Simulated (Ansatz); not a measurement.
# AsHN: the cost of one run

Computed with Ansatz 0.2.0, Gaussian basis. Level: def2-QZVPP, all electrons in the functionals, frozen cores in the correlation of double hybrids and RPA.

To be run: wB97M-V, B2PLYP, at charge 0, quartet; charge 0, doublet; charge 0, sextet; charge 1, triplet; charge 1, quintet.

10 further runs of the same task are left out: 1 that didn't finish, 9 set aside as unsound or not needed.

**1. What is computed**

The geometry is a PBE0/def2-TZVP stationary point (not a proven minimum). No spin-orbit coupling is included. The filled d shell of As may be among the frozen orbitals whatever the setting's name suggests; the logs give the count.

3 atoms, charge 0, spin multiplicity 4.

Atoms are counted from 1 here; the program's logs count them from 0.

Bond lengths: N1–As2 1.934 Å, N1–H3 1.028 Å. Angles: As2–N1–H3 108.2°.

No dispersion term is added; wB97M-V holds VV10 nonlocal correlation.

The geometry shown and the zero of energy belong to the point charge 0, quartet. The yardstick, RCCSD(T), and other wave-function levels (R restricted, U unrestricted, valence and pair active spaces) come from earlier runs.

**2. wB97M-V, charge 0, quartet**

Input file in.yaml:

```yaml
crystal:
  periodic: [false, false, false]
  atoms:
    - {symbol: N, position_ang: [0.000000, -0.130932, 1.602053]}
    - {symbol: As, position_ang: [0.000000, 0.013459, -0.326343]}
    - {symbol: H, position_ang: [0.000000, 0.819065, 1.994823]}
basis:
  gaussian: {orbitals: "def2-QZVPP.json"}
magnetization: {spin_polarized: true, initial_magnetization: 3}
hamiltonian: {xc: {name: wB97M-V}}
output: {orbitals: {seedname: orbitals}}
```

Launch:

```bash
ansatz run in.yaml --threads 1 --pin off --events-out ev --progress --plain --max-ram 2393MiB
```

Q: Estimate wall time and peak memory on 1 thread of Arm Neoverse V1, shared host.

About 49 s, with a peak of 0.62 GiB.
